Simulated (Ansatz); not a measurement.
# C₂H₆AlNO: a ladder of functionals and wavefunction methods

An exercise on one series of results from a longer session: the logs are not shown, and one member is left open.

Method: functionals in def2-TZVPP, the program's frozen cores in correlated methods; program: Ansatz 0.2.0, Gaussian basis.

The runs, in order: PBE-D4, r2SCAN-D4, PBE0-D4, B3LYP-D4, ωB97X-V, ωB97M-V, B2PLYP; CCSD(T)/def2-TZVPP; MP2/def2-QZVPP; extrapolation to the limit.

**Structure used throughout**

The geometry comes from an earlier relaxation with PBE0-D4 in a triple-zeta def2 set; it is a stationary point, not always the lowest conformer.

SMILES `C[O][Al]1[CH2][NH]1`, 11 atoms, charge 0, spin multiplicity 1.

Atoms are counted from 1 here; the program's logs count them from 0.

Bond lengths: C1–O2 1.397 Å, C1–H6 1.094 Å, C1–H7 1.095 Å, C1–H8 1.094 Å, O2–Al3 1.663 Å, Al3–C4 1.900 Å, Al3–N5 1.716 Å, C4–N5 1.525 Å, C4–H9 1.093 Å, C4–H10 1.093 Å, N5–H11 1.004 Å. Angles: O2–C1–H6 110.0°, O2–C1–H7 112.3°, O2–C1–H8 109.8°, H6–C1–H7 108.2°, H6–C1–H8 108.1°, H7–C1–H8 108.2°, C1–O2–Al3 143.1°, O2–Al3–C4 161.3°, O2–Al3–N5 149.1°, C4–Al3–N5 49.6°, Al3–C4–N5 58.9°, Al3–C4–H9 123.1°, Al3–C4–H10 123.1°, N5–C4–H9 115.1°, N5–C4–H10 115.0°, H9–C4–H10 110.4°, Al3–N5–C4 71.5°, Al3–N5–H11 168.4° and more.

Geometry (Å):

```xyz
11
C2H6AlNO
C    -0.69093    2.21663    0.90441
O     0.24072    1.27463    0.46117
Al    0.38806   -0.27105   -0.13489
C     1.15209   -1.87327   -0.81243
N    -0.35427   -1.74227   -0.61429
H    -0.67892    3.09211    0.24800
H    -1.71043    1.81655    0.92358
H    -0.43341    2.54633    1.91541
H     1.63937   -2.61769   -0.17763
H     1.47390   -1.98919   -1.85049
H    -0.96097   -2.50968   -0.84224
```

Set-up of the first run:

in.yaml reads:

```yaml
crystal:
  periodic: [false, false, false]
  atoms:
    - {symbol: C, position_ang: [-0.690934, 2.216634, 0.904415]}
    - {symbol: O, position_ang: [0.240716, 1.274635, 0.461174]}
    - {symbol: Al, position_ang: [0.388061, -0.271048, -0.134893]}
    - {symbol: C, position_ang: [1.152088, -1.873272, -0.812434]}
    - {symbol: N, position_ang: [-0.354273, -1.742271, -0.614292]}
    - {symbol: H, position_ang: [-0.678923, 3.092107, 0.248000]}
    - {symbol: H, position_ang: [-1.710429, 1.816549, 0.923575]}
    - {symbol: H, position_ang: [-0.433412, 2.546331, 1.915414]}
    - {symbol: H, position_ang: [1.639371, -2.617691, -0.177630]}
    - {symbol: H, position_ang: [1.473904, -1.989193, -1.850489]}
    - {symbol: H, position_ang: [-0.960970, -2.509680, -0.842241]}
basis:
  gaussian: {orbitals: def2-TZVPP}
hamiltonian: {xc: pbe, dispersion: d4}
output: {forces: true, orbitals: {seedname: orbitals}}
```

The run is started by

```console
$ ansatz run in.yaml --threads 4 --pin off --events-out ev --progress --plain --max-ram 10444MiB
```

Steps of the session up to this table: PBE-D4 (GGA); r2SCAN-D4 (meta-GGA); PBE0-D4 (hybrid); B3LYP-D4 (hybrid); ωB97X-V (range-separated); ωB97M-V (range-separated); B2PLYP (double hybrid); CCSD(T) in def2-TZVPP; MP2 in def2-QZVPP.

One of the session's tables, all rows but one given; the rest of the session is left out.

It belongs to the step «Atomisation energies». 

```
            method  atomisation energy (eV)
            PBE-D4                   42.854
         r2SCAN-D4                   41.954
           PBE0-D4                   41.878
          B3LYP-D4                   41.891
           ωB97X-V                   42.011
           ωB97M-V                        ?
            B2PLYP                   41.489
     HF/def2-TZVPP                   29.106
    MP2/def2-TZVPP                   41.542
   CCSD/def2-TZVPP                   39.964
CCSD(T)/def2-TZVPP                   40.661
           MP2/CBS                   42.796
       CCSD(T)/CBS                   41.915
```

**Question.** Estimate the row for ωB97M-V.

As computed: atomisation energy (eV): 42.040. In the column «atomisation energy (eV)» it lies between ωB97X-V (42.011) and MP2/CBS (42.796).

Caveats from the session: Free atoms (2 C, 1 O, 1 Al, 1 N, 6 H) were run apart at each level; the atomisation energy is their sum less the molecule, without zero-point or spin-orbit terms.
